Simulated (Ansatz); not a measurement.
The system is HfB.

```xyz
2
Lattice="0.0000 2.3100 2.3100 2.3100 0.0000 2.3100 2.3100 2.3100 0.0000" Properties=species:S:1:pos:R:3 pbc="T T T"
Hf    2.3100    2.3100    2.3100
B     0.0000    0.0000    0.0000
```

Base run:

```yaml
Program: Ansatz 0.2.0
Functional: LDA
Potentials_or_basis: Ansatz PAW
Cutoff: "420 eV (not typed: the program's choice for these potentials)"
k_mesh: 10 × 10 × 10
Occupations: fermi-dirac, width 0.05 eV
Spin: no spin polarisation
```

Its results: band gap on the k mesh none (metal or under the smearing width); pressure 17.9 GPa.

**Question.** The run is repeated on the same cell with these changes: functional from LDA to PBE. What comes out?

**Answer.** Band gap on the k mesh none (metal or under the smearing width); pressure 29.6 GPa.

PBE binds less tightly than LDA, so the same cell stands under more pressure.

Caveats: spin-orbit coupling is left out, which moves the levels of the heavy elements; the PAW data sets come from PBE, with cores solved anew for the run's functional, which leaves a small shift of forces and pressure (some runs); a pressure of tens of GPa on the cell as given is suspect, and the run, the potentials or the cell itself is likely at fault (some runs).
